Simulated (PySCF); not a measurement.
# C4H3FSe: reorganisation energies

Aim: compute the reorganisation energies of C4H3FSe (`Fc1cc[se]c1`).

Computed with PySCF 2.14.0 and routines of our own; the level stands in each step. Atoms count from 0.

## (1) The starting structure

9 atoms, charge 0, multiplicity 1; geometry from: GFN2-xTB.

## (2) Geometry optimisation at LC-wPBE/def2-SVP

What the job is given:

```
{"job": {"xc": "LC-wPBE", "basis": "def2-SVP", "grid": 1, "kind": "geom"}, "charge": 0, "multiplicity": 1}
F     -1.650426    -1.542037    -0.014657
C     -0.769890    -0.527804    -0.013769
C      0.624644    -0.768257     0.037986
C      1.361535     0.369992     0.031622
Se     0.308850     1.893342    -0.043984
C     -1.159423     0.772213    -0.061335
H      1.034398    -1.761888     0.077812
H      2.433440     0.437125     0.064824
H     -2.169567     1.133307    -0.103678
```

Started as:

```sh
OMP_NUM_THREADS=1 python excited_run.py task.json out
```

One launch serves the whole session: the jobs run in the order shown.

What it wrote:

```text
step   0  E = -2654.61323819  max force = 0.018425
step   1  E = -2654.61409736  max force = 0.003891
step   2  E = -2654.61410889  max force = 0.002095
step   3  E = -2654.61412544  max force = 0.001089
step   4  E = -2654.61412534  max force = 0.000387
optimisation converged
```

Run time: 37 s. Hardware: 1 thread of Arm Neoverse V2, shared host; peak memory 0.58 GiB.

Along the way:

| step | energy from step 0 (eV) | largest force component (eV/Å) |
| --- | --- | --- |
| 0 | 0.0000 | 0.9475 |
| 1 | -0.0234 | 0.2001 |
| 2 | -0.0237 | 0.1077 |
| 3 | -0.0241 | 0.0560 |
| 4 | -0.0241 | 0.0199 |

Close pairs (by a distance rule), those that changed most:

| bond | before (Å) | after (Å) | change (Å) |
| --- | --- | --- | --- |
| C3–H7 | 1.075 | 1.090 | +0.015 |
| C2–H6 | 1.076 | 1.091 | +0.015 |
| C5–H8 | 1.074 | 1.088 | +0.015 |
| C1–C2 | 1.416 | 1.430 | +0.014 |
| C3–Se4 | 1.853 | 1.840 | -0.013 |
| F0–C1 | 1.343 | 1.331 | -0.012 |
| Se4–C5 | 1.847 | 1.841 | -0.006 |
| C1–C5 | 1.358 | 1.355 | -0.003 |

The end geometry stands in the next job.

| at the end point | value |
| --- | --- |
| point group (found at 0.08 Å tolerance) | Cs |
| rotational constants (GHz, main isotopes) | 6.556, 1.677, 1.336 |
| dipole moment (D) | 1.27 |

## (3) Relaxation after adding or removing an electron (C4H3FSe+ (doublet)): UKS LC-wPBE/def2-SVP

What the job is given:

```
{"job": {"kind": "ionopt", "ions": [1], "xc": "LC-wPBE", "basis": "def2-SVP", "grid": 1}, "charge": 1, "multiplicity": 2}
F     -1.637180    -1.548564     0.027171
C     -0.779860    -0.530336     0.001310
C      0.630304    -0.763155     0.053802
C      1.359946     0.380113     0.018458
Se     0.298165     1.879355    -0.088523
C     -1.167995     0.766097    -0.074186
H      1.055768    -1.765374     0.115405
H      2.446699     0.458460     0.045797
H     -2.192476     1.130440    -0.121664
```

With the program's defaults for keys left out, this is: UKS LC-wPBE/def2-SVP geometry optimisation of the ion from the geometry of its parent, gas phase.

What it wrote:

```text
step       E/Eh        max force   <S^2>
  0   -2654.27495531   0.074379   0.7806
  1   -2654.28088465   0.032887   0.7722
  2   -2654.28657060   0.016653   0.7703
  3   -2654.28847553   0.007703   0.7686
  4   -2654.28912176   0.006566   0.7701
  5   -2654.28914900   0.006596   0.7698
  6   -2654.28939235   0.000931   0.7695
  7   -2654.28939587   0.000335   0.7695
optimisation converged
```

Run time: 2.1 min. Hardware: 1 thread of Arm Neoverse V2, shared host; peak memory 0.66 GiB.

In short:

| quantity | value |
| --- | --- |
| geometry moved (RMSD) | 0.047 Å |
| ⟨S²⟩ | 0.769 |

Bonds of the start that changed most:

| bond | start (Å) | end (Å) |
| --- | --- | --- |
| Se4–C5 | 1.841 | 1.774 |
| C5–C1 | 1.355 | 1.420 |
| C3–Se4 | 1.840 | 1.901 |
| F0–C1 | 1.331 | 1.282 |
| C2–C3 | 1.357 | 1.348 |
| C5–H8 | 1.088 | 1.093 |

Mulliken spin populations:

| atom | value (e) |
| --- | --- |
| F0 | 0.08 |
| C1 | 0.40 |
| C2 | -0.21 |
| C3 | 0.31 |
| Se4 | 0.26 |
| C5 | 0.18 |
| H6 | 0.01 |
| H7 | -0.01 |
| H8 | -0.01 |

The fields below are evaluated on a grid from the run's orbitals.

ELF in a plane through or near 9 of the atoms.

Ten even steps from ' ' (0.00) to '@' (1.00):
```
                                                        
                                                        
                                                        
                  ..::        ..::::..                  
              ::##@@@@##::    ==****++::..              
              %%@@@@@@@@++    **%%%%%%##==..            
              ##@@@@@@@@##::..==##..==%%##::            
              ::##@@@@**==####--**####**==..            
                ..++++##**@@##**--==::                  
            ....::**%%==--##**::++%%++........          
        ++@@@@@@@@::..++**..  ****--==@@@@@@@@++        
      ..%%@@@@@@@@--==--**::::**--**==@@@@@@@@##..      
      ..##@@@@@@@@##**%%##::::##%%++**@@@@@@@@##..      
        ::@@@@%%**--==**::****::++++==**%%@@%%..        
                    ::++::****::==::                    
                    --####====****--                    
                    ::##%%@@@@%%##::                    
                    ..==**%%%%**==..                    
                        ..::::....                      
                                                        
```
The map spans 9.9 Å across and 9.0 Å up, centred on the molecule. Atoms in the plane (x, y in Å): F0 (1.4, 1.7), C1 (0.7, 0.7), C2 (-0.8, 0.7), C3 (-1.3, -0.5), Se4 (0.0, -1.9), C5 (1.3, -0.6), H6 (-1.3, 1.6), H7 (-2.3, -0.8), H8 (2.3, -0.8).

On the surface of density 0.002 e/bohr³ the electrostatic potential runs, from the 1st to the 99th percentile, from 3.66 V near F0 to 6.33 V near H7.

The spin density lies nearest to C1 25 %; Se4 21 %; C3, C5 about 17 % each; C2 8 % (beta excess).

## (4) Reorganisation energies: UKS LC-wPBE/def2-SVP

Settings changed since step 3:

```diff
@@ -1,2 +1,2 @@
-{"job": {"kind": "ionopt", "ions": [1], "xc": "LC-wPBE", "basis": "def2-SVP", "grid": 1}, "charge": 1, "multiplicity": 2}
+{"job": {"kind": "reorg", "ions": [1, -1], "xc": "LC-wPBE", "basis": "def2-SVP", "grid": 1}, "charge": 0, "multiplicity": 1}
 F     -1.637180    -1.548564     0.027171
```

Level: UKS LC-wPBE/def2-SVP four-point reorganisation energy, gas phase.

What it wrote:

```text
final grid: 40768 points
cycle   1  E = -2654.5545255219  dE =  4.496e-01  |g| = 5.301e-01  |ddm| = 3.544e+00
cycle   2  E = -2654.5755305814  dE = -2.101e-02  |g| = 4.926e-01  |ddm| = 8.512e-01
cycle   3  E = -2654.6132529628  dE = -3.772e-02  |g| = 5.994e-02  |ddm| = 4.167e-01
cycle   4  E = -2654.6140025447  dE = -7.496e-04  |g| = 2.248e-02  |ddm| = 8.709e-02
cycle   5  E = -2654.6141107281  dE = -1.082e-04  |g| = 6.244e-03  |ddm| = 3.473e-02
cycle   6  E = -2654.6141226437  dE = -1.192e-05  |g| = 1.818e-03  |ddm| = 1.091e-02
cycle   7  E = -2654.6141245092  dE = -1.865e-06  |g| = 1.008e-03  |ddm| = 3.949e-03
cycle   8  E = -2654.6141252118  dE = -7.026e-07  |g| = 2.854e-04  |ddm| = 2.460e-03
cycle   9  E = -2654.6141253221  dE = -1.103e-07  |g| = 1.157e-04  |ddm| = 1.222e-03
cycle  10  E = -2654.6141253349  dE = -1.280e-08  |g| = 5.126e-05  |ddm| = 3.795e-04
cycle  11  E = -2654.6141253368  dE = -1.898e-09  |g| = 1.488e-05  |ddm| = 1.973e-04
cycle  12  E = -2654.6141253369  dE = -8.367e-11  |g| = 6.928e-06  |ddm| = 3.206e-05
converged SCF energy = -2654.6141253369

hole transfer: vertical 9.1013 eV, relaxation of the ion converged
  adiabatic 8.8363 eV, lambda(ion) 0.2650, lambda(parent) 0.2702, total 0.5352 eV

electron transfer: vertical -1.2311 eV, relaxation of the ion skipped
```

It took 19 s on 1 thread of Arm Neoverse V2, shared host; peak memory 0.66 GiB.

## (5) Outcome

```
                                                 quantity                 value
                                              point group                    Cs
                     rotational constants (main isotopes)  6.56, 1.68, 1.34 GHz
     geometry moved (RMSD) (step 3, UKS LC-wPBE/def2-SVP)               0.047 Å
hole reorganisation energy (step 4, UKS LC-wPBE/def2-SVP)             0.5352 eV
```

What this shows: Over 4 steps the energy fell by 0.024 eV; of the close pairs, C3–H7 changed most, 1.075 to 1.090 Å. In step 3 (relaxation after adding or removing an electron), among the bonds Se4–C5 changes most, from 1.841 to 1.774 Å. Steps that list no spin-orbit terms leave them out, which matters at and beside the heavy atoms.
